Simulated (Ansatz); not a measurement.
# CH5FN2OW: the cost of one run

Method: the settings change from run to run; program: Ansatz 0.2.0, Gaussian basis.

### 1 The geometry

An earlier PBE0-D4 in a triple-zeta def2 set relaxation fixed the geometry. W takes a core potential in def2 sets; no spin-orbit term is included.

SMILES `C[O][W](=[NH])(=[NH])[F]`, 11 atoms, charge 0, spin multiplicity 1.

Atoms are counted from 1 here; the program's logs count them from 0.

Bond lengths: C1–O2 1.405 Å, C1–H7 1.094 Å, C1–H8 1.094 Å, C1–H9 1.093 Å, O2–W3 1.870 Å, W3–N4 1.745 Å, W3–N5 1.749 Å, W3–F6 1.879 Å, N4–H10 1.006 Å, N5–H11 1.008 Å. Angles: O2–C1–H7 109.6°, O2–C1–H8 111.1°, O2–C1–H9 108.7°, H7–C1–H8 109.3°, H7–C1–H9 108.8°, H8–C1–H9 109.3°, C1–O2–W3 136.7°, O2–W3–N4 108.6°, O2–W3–N5 107.2°, O2–W3–F6 112.1°, N4–W3–N5 110.9°, N4–W3–F6 109.1°, N5–W3–F6 108.8°, W3–N4–H10 160.6°, W3–N5–H11 153.0°.

Geometry (Å):

```
C    -0.20430   -1.24958    1.54058
O     0.24422   -0.00387    1.07058
W     0.03066    1.02451   -0.47624
N     1.59265    1.23615   -1.22549
N    -1.05597    0.15237   -1.53282
F    -0.70839    2.71216   -0.10760
H     0.60838   -1.97879    1.47984
H    -1.05638   -1.60781    0.95564
H    -0.50391   -1.14247    2.58601
H     2.34281    1.16612   -1.89223
H    -1.28979   -0.30879   -2.39829
```

### 2 r2SCAN/def2-TZVPP

This run has rVV10 dispersion.

Contents of in.yaml:

```yaml
crystal:
  periodic: [false, false, false]
  atoms:
    - {symbol: C, position_ang: [-0.204304, -1.249578, 1.540578]}
    - {symbol: O, position_ang: [0.244218, -0.003873, 1.070583]}
    - {symbol: W, position_ang: [0.030659, 1.024513, -0.476242]}
    - {symbol: N, position_ang: [1.592654, 1.236149, -1.225490]}
    - {symbol: N, position_ang: [-1.055966, 0.152369, -1.532824]}
    - {symbol: F, position_ang: [-0.708385, 2.712157, -0.107596]}
    - {symbol: H, position_ang: [0.608381, -1.978791, 1.479841]}
    - {symbol: H, position_ang: [-1.056375, -1.607814, 0.955639]}
    - {symbol: H, position_ang: [-0.503909, -1.142473, 2.586012]}
    - {symbol: H, position_ang: [2.342810, 1.166123, -1.892227]}
    - {symbol: H, position_ang: [-1.289793, -0.308790, -2.398285]}
basis:
  gaussian: {orbitals: def2-TZVPP}
hamiltonian: {xc: {name: r2SCAN}, dispersion: rvv10}
```

On the command line:

```sh
$ ansatz run in.yaml --threads 4 --pin off --events-out ev --progress --plain --max-ram 11315MiB
```

What time and memory should one allow on 4 threads of Arm Neoverse V2, shared host?

About 9 s, with a peak of 0.44 GiB.
